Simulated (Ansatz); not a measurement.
**C3H4Te: small, medium and large basis sets**

An exercise on one series of results from a longer session: the logs are not shown, and one member is left open.

The runs use Ansatz 0.2.0, Gaussian basis; one geometry, several basis sets.

Plan: PBE0-D4/def2-SVP; ωB97M-V/def2-SVP; PBE0-D4/def2-QZVPP; ωB97M-V/def2-QZVPP; the functionals' def2-TZVPP values are taken from earlier runs.

1 further run of the same task is left out (for a known fault of the program).

## Structure used throughout

An earlier PBE0-D4 in a triple-zeta def2 set relaxation fixed the geometry. Te takes the def2 core potential; no spin-orbit term is included.

SMILES `C#CC[TeH]`, 8 atoms, charge 0, spin multiplicity 1.

Atoms are counted from 1 here; the program's logs count them from 0.

Bond lengths: C1–C2 1.201 Å, C1–H5 1.064 Å, C2–C3 1.438 Å, C3–Te4 2.172 Å, C3–H6 1.089 Å, C3–H7 1.089 Å, Te4–H8 1.660 Å. Angles: C2–C1–H5 179.3°, C1–C2–C3 178.4°, C2–C3–Te4 108.8°, C2–C3–H6 111.5°, C2–C3–H7 111.5°, Te4–C3–H6 107.5°, Te4–C3–H7 107.5°, H6–C3–H7 109.8°, C3–Te4–H8 92.8°.

The first run:

Input file in.yaml:

```yaml
crystal:
  periodic: [false, false, false]
  atoms:
    - {symbol: C, position_ang: [-0.931171, 1.641936, -1.041532]}
    - {symbol: C, position_ang: [-0.250365, 0.858542, -0.437252]}
    - {symbol: C, position_ang: [0.535841, -0.106699, 0.281721]}
    - {symbol: Te, position_ang: [-0.576647, -1.968807, 0.397187]}
    - {symbol: H, position_ang: [-1.524722, 2.345478, -1.575508]}
    - {symbol: H, position_ang: [1.474693, -0.317263, -0.228757]}
    - {symbol: H, position_ang: [0.734627, 0.219809, 1.301642]}
    - {symbol: H, position_ang: [0.629944, -2.729996, 1.246698]}
basis:
  gaussian: {orbitals: def2-SVP}
hamiltonian: {xc: pbe0, dispersion: d4}
output: {orbitals: {seedname: orbitals}}
```

Launch:

```sh
ansatz run in.yaml --threads 2 --pin off --events-out ev --progress --plain --max-ram 4352MiB
```

Steps of the session up to this table: PBE0-D4 in def2-SVP; ωB97M-V in def2-SVP; PBE0-D4 in def2-QZVPP; ωB97M-V in def2-QZVPP.

One of the session's tables, all rows but one given; the rest of the session is left out.

It belongs to the step «Functionals by basis». 

| functional | basis | HOMO (eV) |
| --- | --- | --- |
| PBE0-D4 | def2-SVP | -6.17 |
| PBE0-D4 | def2-TZVPP | ? |
| PBE0-D4 | def2-QZVPP | -6.31 |
| ωB97M-V | def2-SVP | -8.28 |
| ωB97M-V | def2-TZVPP | -8.43 |
| ωB97M-V | def2-QZVPP | -8.45 |

Estimate the missing values for PBE0-D4, def2-TZVPP.

**Answer.** HOMO (eV): -6.29. In the column «HOMO (eV)» it lies between PBE0-D4, def2-QZVPP (-6.31) and PBE0-D4, def2-SVP (-6.17).
